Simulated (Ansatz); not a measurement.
Predict the output of the script below (Ansatz 0.2.0, Python API).

`opt.py`:
```python
"""Geometry optimisation of BGeH7NP."""

import ansatz as az
import numpy as np

geometry_ang = [
    ("B", (-0.965, 1.5009, 0.1199)),
    ("P", (-1.1666, -0.3805, 0.2342)),
    ("N", (-0.2212, -0.5228, 1.7304)),
    ("Ge", (0.6543, -0.7697, -1.1995)),
    ("H", (-1.3285, 2.0877, -0.9059)),
    ("H", (-0.6315, 2.1947, 1.0281)),
    ("H", (0.7592, -0.0466, 1.6142)),
    ("H", (0.0501, -1.5236, 1.8723)),
    ("H", (0.1437, -0.4378, -2.6037)),
    ("H", (0.9914, -2.2709, -1.0759)),
    ("H", (1.7795, 0.1118, -0.7936)),
]
bgeh7np = az.Crystal.molecule()
for symbol, xyz in geometry_ang:
    bgeh7np = bgeh7np.atom(symbol, xyz)

job = (
    bgeh7np.calculation()
    .basis(gaussian="def2-SVP")
    .functional("hf")
)
symbols = [site.symbol for site in bgeh7np.cartesian_sites]
start = np.array([site.position_ang for site in bgeh7np.cartesian_sites], dtype=float)
def progress(event):
    if event["event"] == "relax_step":
        row = event["data"]
        print(f"step {row['step']:3d}  E = {row['lagrangian_ev']:.6f} eV  max force {row['allowed_force_max_ev_ang']:.4f} eV/A")


data = job.relax(force_tolerance=0.005, max_steps=100).session().plan().execute(on_event=progress).report
end = np.array(data["positions_ang"])

for key in ("converged", "free_energy_ev", "reference_energy_ev", "n_frozen", "n_occupied", "n_virtual"):
    print(f"{key:22s} {data[key]}")

print("final positions (A) and the move of each atom")
for symbol, xyz, old in zip(symbols, end, start):
    print(f"{symbol:2s} {xyz[0]:10.5f} {xyz[1]:10.5f} {xyz[2]:10.5f}   {np.linalg.norm(xyz - old):7.4f}")
with open("bgeh7np_opt.xyz", "w") as handle:
    handle.write(f"{len(symbols)}\nrelaxed BGeH7NP\n")
    handle.writelines(f"{s:2s} {x:11.6f} {y:11.6f} {z:11.6f}\n" for s, (x, y, z) in zip(symbols, end))
```

```console
$ python opt.py
step   1  E = -67996.882856 eV  max force 3.5094 eV/A
step   2  E = -67997.291002 eV  max force 1.1890 eV/A
step   3  E = -67997.410679 eV  max force 0.8501 eV/A
step   4  E = -67997.501340 eV  max force 1.0613 eV/A
step   5  E = -67997.531728 eV  max force 0.3018 eV/A
step   6  E = -67997.517436 eV  max force 0.4930 eV/A
step   7  E = -67997.549456 eV  max force 0.1909 eV/A
step   8  E = -67997.556073 eV  max force 0.0835 eV/A
step   9  E = -67997.557844 eV  max force 0.1064 eV/A
step  10  E = -67997.558474 eV  max force 0.0807 eV/A
step  11  E = -67997.559501 eV  max force 0.0288 eV/A
step  12  E = -67997.559637 eV  max force 0.0283 eV/A
step  13  E = -67997.559718 eV  max force 0.0222 eV/A
step  14  E = -67997.559696 eV  max force 0.0174 eV/A
step  15  E = -67997.559761 eV  max force 0.0105 eV/A
step  16  E = -67997.559766 eV  max force 0.0061 eV/A
step  17  E = -67997.559772 eV  max force 0.0028 eV/A
converged              True
free_energy_ev         -67997.55977165635
reference_energy_ev    -67997.55977165635
n_frozen               0
n_occupied             [33, 33]
n_virtual              [80, 80]
final positions (A) and the move of each atom
B    -1.07645    1.61379    0.13786    0.1597
P    -0.82334   -0.23618    0.30238    0.3786
N    -0.08359   -0.55628    1.81025    0.1626
Ge    0.71285   -0.78603   -1.36747    0.1786
H    -1.31453    2.04855   -0.95375    0.0634
H    -1.10249    2.32719    1.09853    0.4943
H     0.83585   -0.21264    2.00821    0.4344
H    -0.23471   -1.46699    2.19632    0.4351
H     0.14172   -0.38178   -2.73112    0.1392
H     0.93521   -2.30372   -1.32503    0.2575
H     2.07491   -0.10274   -1.15570    0.5142
```

`bgeh7np_opt.xyz`, as written:
```text
11
relaxed BGeH7NP
B    -1.076455    1.613792    0.137865
P    -0.823345   -0.236177    0.302377
N    -0.083594   -0.556279    1.810250
Ge    0.712846   -0.786025   -1.367473
H    -1.314534    2.048554   -0.953746
H    -1.102486    2.327192    1.098532
H     0.835848   -0.212636    2.008211
H    -0.234712   -1.466985    2.196324
H     0.141718   -0.381775   -2.731116
H     0.935207   -2.303722   -1.325026
H     2.074906   -0.102738   -1.155698
```

Caveats:
- Total energies depend on the basis set; only differences at equal settings carry meaning.
- The end point is the stationary point reached from this start; no frequency run checks that it is a minimum, and the basis set is modest.
- Finished in 55 s on 1 thread of Arm Neoverse V2, on a shared host, peak memory 0.33 GiB.

(Lines on the test bed's own set-up are left out of the output.)
